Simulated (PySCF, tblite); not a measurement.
# C₇H₁₃NOSi: geometry, infrared bands and NMR shifts

Wanted: the infrared bands and NMR shifts of C₇H₁₃NOSi (`C[C@@](C=O)(CC#N)CC[SiH3]`), by calculation.

Computed with tblite 0.8.0 and PySCF 2.14.0, with density-fitted response routines of our own, on a single molecule in the gas phase. Atoms count from 0, in the outputs and in this text.

## 1. Starting geometry

23 atoms, charge 0, multiplicity 1; geometry from: force field or distance geometry start.

Bonds of the start (Å): C0–C1 1.53, C1–C2 1.54, C2–O3 1.22, C1–C4 1.53, C4–C5 1.48, C5–N6 1.16, C1–C7 1.57, C7–C8 1.54, C8–Si9 1.87, C0–H10 1.10, C0–H11 1.09, C0–H12 1.10, C2–H13 1.10, C4–H14 1.10, C4–H15 1.09, C7–H16 1.10, C7–H17 1.09, C8–H18 1.09, C8–H19 1.09, Si9–H20 1.48, Si9–H21 1.49, Si9–H22 1.49.

## 2. Optimising the geometry with GFN2-xTB

What the job is given:

```
{"job": {"kind": "relax", "xc": "GFN2-xTB", "basis": "xTB"}, "charge": 0, "multiplicity": 1}
C     -2.194900     0.416100     0.777500
C     -1.007900    -0.301000     0.128800
C     -0.985500    -1.712900     0.737900
O     -1.075200    -2.730200     0.061700
C     -1.188800    -0.418900    -1.384200
C     -1.172200     0.885700    -2.072500
N     -1.142900     1.927300    -2.591500
C      0.312800     0.412700     0.575800
C      1.597400    -0.167200    -0.048800
Si     3.186000     0.611000     0.571700
H     -2.131800     0.421100     1.870700
H     -2.274600     1.458300     0.451400
H     -3.151800    -0.077000     0.533400
H     -0.901700    -1.764600     1.831900
H     -2.144000    -0.906200    -1.613200
H     -0.415100    -1.057300    -1.816600
H      0.392100     0.361900     1.670100
H      0.236600     1.471700     0.328300
H      1.569600    -0.031000    -1.131000
H      1.656000    -1.239100     0.149400
H      3.291800     0.408000     2.037600
H      4.350900    -0.018400    -0.102800
H      3.188200     2.076900     0.301400
```

Started as:

```sh
OMP_NUM_THREADS=1 python probes_run.py task.json out
```

This one command runs all jobs of the session in turn.

**Question.** This job is followed by: GFN2-xTB harmonic vibrations, gas phase; GIAO PBE0/pcSseg-1 NMR shielding, non-relativistic, gas phase. What will the session give for the following? strongest single infrared mode (GFN2-xTB); zero-point energy (GFN2-xTB); 13C shifts against TMS (PBE0/pcSseg-1); 1H shifts against TMS (PBE0/pcSseg-1, means over atoms taken as alike); 17O shifts against H2O (PBE0/pcSseg-1); 15N shifts against NH3 (PBE0/pcSseg-1); 29Si shifts against TMS (PBE0/pcSseg-1); surface potential, 1st and 99th percentile.

**Answer**, as computed:

| quantity | value |
| --- | --- |
| strongest single infrared mode (GFN2-xTB) | 2286 cm⁻¹, 329 km/mol |
| zero-point energy (GFN2-xTB) | 112.4 kcal/mol |
| 13C shifts against TMS (PBE0/pcSseg-1) | 210.7, 123.4, 53.3, 34.0, 23.0, 20.4, 6.5 ppm |
| 1H shifts against TMS (PBE0/pcSseg-1, means over atoms taken as alike) | 9.75, 3.88, 2.83, 2.07, 2.00, 1.60, 1.25, 0.70, 0.11 ppm |
| 17O shifts against H2O (PBE0/pcSseg-1) | 679.5 ppm |
| 15N shifts against NH3 (PBE0/pcSseg-1) | 304.2 ppm |
| 29Si shifts against TMS (PBE0/pcSseg-1) | -69.0 ppm |
| surface potential, 1st and 99th percentile | -1.65 V and 1.28 V |

What this shows: The optimisation took 61 steps and gained 0.184 eV; among the close pairs (by a distance rule), C4–C5 changed most, from 1.475 to 1.437 Å. All 63 modes are real, so the xTB geometry is a minimum. The strongest single mode, at 2286 cm⁻¹, moves mainly H21. Unscaled tight-binding wavenumbers are off by several per cent, some by more. Its intensities can rank the bands wrongly. The most deshielded carbon is C2 (aldehyde carbonyl carbon), at 210.7 ppm: low-lying n→π* states of the double bond to the heteroatom give a large paramagnetic term (-274 ppm). H13 (hydrogen on an aldehyde carbonyl carbon) lies farthest downfield among hydrogen, at 9.75 ppm; the formyl region, downfield of aromatic protons. At PBE0/pcSseg-1: The largest span, 1316 ppm, is at O3, where the paramagnetic term is -743 ppm. By nearest atom (PBE0/pcSseg-1), the HOMO sits on O3 58 %; H13 14 % and the LUMO on C2 41 %; O3 32 %.
